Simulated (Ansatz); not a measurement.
# CH7BGe: the cost of one run

All numbers are computed with Ansatz 0.2.0, driven from Python. Level of theory: PBE0/def2-SVP.

### Step 1. Starting point

Bond lengths: B1–C2 1.534 Å, C2–Ge3 1.933 Å, B1–H4 1.120 Å, B1–H5 1.242 Å, C2–H6 1.127 Å, C2–H7 1.120 Å, Ge3–H8 1.507 Å, Ge3–H9 1.566 Å, Ge3–H10 1.596 Å. Angles (14 of 15 angles, heavy atoms first): B1–C2–Ge3 108.8°, B1–C2–H6 110.8°, B1–C2–H7 109.5°, Ge3–C2–H6 109.4°, Ge3–C2–H7 109.7°, C2–B1–H4 122.2°, C2–B1–H5 120.1°, C2–Ge3–H8 110.4°, C2–Ge3–H9 111.8°, C2–Ge3–H10 109.2°, H6–C2–H7 108.6°, H4–B1–H5 117.7°, H8–Ge3–H9 111.4°, H8–Ge3–H10 107.0°.

No structure file is read: the coordinates are typed or built in the script.

### Step 2. The code

Contents of opt.py:

```python
from dataclasses import dataclass
import itertools
import warnings

import ansatz as az
from ase import Atoms
from ase.data import atomic_numbers, covalent_radii
import numpy as np


@dataclass(frozen=True)
class RunConfig:
    basis_set: str = "def2-SVP"
    xc: str = "pbe0"


cfg = RunConfig()

warnings.simplefilter("ignore", az.DeckWarning)

atoms = Atoms(["B", "C", "Ge", "H", "H", "H", "H", "H", "H", "H"], positions=[
    (-0.9438, 0.0296, -1.2258),
    (0.4717, 0.0754, -0.6368),
    (0.3554, -0.1162, 1.2833),
    (-1.6152, -0.8579, -1.0981),
    (-1.3866, 1.0031, -1.8576),
    (0.9782, 1.0511, -0.8866),
    (1.0805, -0.7625, -1.0627),
    (-0.2723, -1.4386, 1.6427),
    (-0.4119, 1.0793, 1.9425),
    (1.827, -0.1144, 1.902),
])
system = az.Crystal.molecule_from_ase(atoms)

calc = (
    system.calculation()
    .basis(gaussian=cfg.basis_set)
    .functional(cfg.xc)
)
symbols = [site.symbol for site in system.cartesian_sites]
start = np.array([site.position_ang for site in system.cartesian_sites], dtype=float)
def progress(event):
    if event["event"] == "relax_step":
        row = event["data"]
        print(f"step {row['step']:3d}  E = {row['lagrangian_ev']:.6f} eV  largest force component {row['allowed_force_max_ev_ang']:.4f} eV/A")


data = calc.relax(force_tolerance=0.005).session().plan().execute(on_event=progress).report
end = np.array(data["positions_ang"])

print(f"E = {data['free_energy_ev']:.6f} eV = {data['free_energy_ev'] / 27.211386246:.7f} Ha")
print("converged:", data["converged"], " doubts:", data["published_state_doubts"] or "none")

radius = [covalent_radii[atomic_numbers[s]] for s in symbols]
span = lambda where, i, j: np.linalg.norm(where[i] - where[j])
bonded = [(i, j) for i, j in itertools.combinations(range(len(symbols)), 2) if min(span(start, i, j), span(end, i, j)) < 1.2 * (radius[i] + radius[j])]
print("pair        before    after (A)")
for i, j in bonded:
    print(f"{symbols[i]}{i}-{symbols[j]}{j}".ljust(10), f"{span(start, i, j):8.4f} {span(end, i, j):8.4f}")

charges = data["charge_distribution"]
print("dipole moment", round(4.803205 * float(np.linalg.norm(charges["dipole_moment_e_ang"])), 3), "D")
print("Mulliken:", [(s, round(q, 3)) for s, q in zip(symbols, charges["mulliken_charges_e"])])
with open("ch7bge_opt.xyz", "w") as handle:
    handle.write(f"{len(symbols)}\nrelaxed CH7BGe\n")
    handle.writelines(f"{s:2s} {x:11.6f} {y:11.6f} {z:11.6f}\n" for s, (x, y, z) in zip(symbols, end))
```

### Step 3. What the engine is handed

The engine receives this input:

```yaml
crystal:
  periodic: [false, false, false]
  atoms:
    - { symbol: B, position_ang: [-0.9438, 0.0296, -1.2258] }
    - { symbol: C, position_ang: [0.4717, 0.0754, -0.6368] }
    - { symbol: Ge, position_ang: [0.3554, -0.1162, 1.2833] }
    - { symbol: H, position_ang: [-1.6152, -0.8579, -1.0981] }
    - { symbol: H, position_ang: [-1.3866, 1.0031, -1.8576] }
    - { symbol: H, position_ang: [0.9782, 1.0511, -0.8866] }
    - { symbol: H, position_ang: [1.0805, -0.7625, -1.0627] }
    - { symbol: H, position_ang: [-0.2723, -1.4386, 1.6427] }
    - { symbol: H, position_ang: [-0.4119, 1.0793, 1.9425] }
    - { symbol: H, position_ang: [1.827, -0.1144, 1.902] }
basis:
  gaussian:
    orbitals: def2-SVP
hamiltonian:
  xc: pbe0
relax:
  f_tol: 0.005
```

### Step 4. Launch

Launch:

```console
$ python opt.py
```

Q: Estimate wall time and peak memory on 1 thread of Arm Neoverse V1, shared host.

About 63 s, with a peak of 0.27 GiB.
